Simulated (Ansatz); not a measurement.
# CaB3: the cost of one run

Method: DFT PBE, scalar-relativistic, plane waves, PAW, in Ansatz 0.2.0.

**1. Starting point**

It takes space group I4/mmm (No. 139, tetragonal). The conventional cell has a = 3.499 Å, b = 3.499 Å, c = 7.816 Å, α = 90.00°, β = 90.00°, γ = 90.00°. Around Ca (site symmetry 4/mmm) lie 12 B at 2.47 to 2.62 Å. Around B (site symmetry 4/mmm) lie 4 Ca at 2.47 Å. B (site symmetry -4m2) has 8 B at 2.47 to 2.62 Å and 4 Ca at 2.62 Å as nearest neighbours.

Coordinates:

```cif
data_structure
_symmetry_space_group_name_H-M 'I4/mmm'
_symmetry_Int_Tables_number 139
_cell_length_a 3.4989
_cell_length_b 3.4989
_cell_length_c 7.8157
_cell_angle_alpha 90.000
_cell_angle_beta 90.000
_cell_angle_gamma 90.000
_cell_volume 95.68
loop_
_atom_site_label
_atom_site_type_symbol
_atom_site_symmetry_multiplicity
_atom_site_Wyckoff_symbol
_atom_site_fract_x
_atom_site_fract_y
_atom_site_fract_z
_atom_site_occupancy
Ca1 Ca 2 a 0.00000 0.00000 0.00000 1
B1 B 2 b 0.50000 0.50000 0.00000 1
B2 B 4 d 0.50000 0.00000 0.25000 1
```

This is candidate A: TiAl3 (D0_22) type (I4/mmm, No. 139).

(A quick probe on a coarse mesh, which set the mesh and smearing, is not shown.)

**3. Full relaxation (candidate A)**

input.yaml reads:

```yaml
crystal:
  lattice:
    - [-1.7494337605, 1.7494337605, 3.9078260625]
    - [1.7494337605, -1.7494337605, 3.9078260625]
    - [1.7494337605, 1.7494337605, -3.9078260625]
  atoms:
    - { symbol: Ca, position: [0.0, 0.0, 0.0] }
    - { symbol: B, position: [0.5, 0.5, 0.0] }
    - { symbol: B, position: [0.25, 0.75, 0.5] }
    - { symbol: B, position: [0.75, 0.25, 0.5] }
basis:
  ecutwfc: 420
kpoints:
  mp_grid: { grid: [18, 18, 18] }
hamiltonian:
  xc: pbe
scf:
  occupations: { method: gaussian, width: 0.1 }
output:
  forces: true
  stress: true
  eigenvalues: true
relax:
  adjacent_minimum: "off"
  f_tol: 0.01
  max_steps: 80
  cell: { stress_tol: 0.05 }
```

Started as:

```bash
ansatz run input.yaml --threads 1 --pin off --max-ram 2560MiB --backend cpu --events-out ev --progress --plain --runs-dir out
```

What time and memory should one allow on 1 thread of Intel Xeon 6975P-C (Granite Rapids), shared host?

About 1.8 min, with a peak of 0.7 GiB.
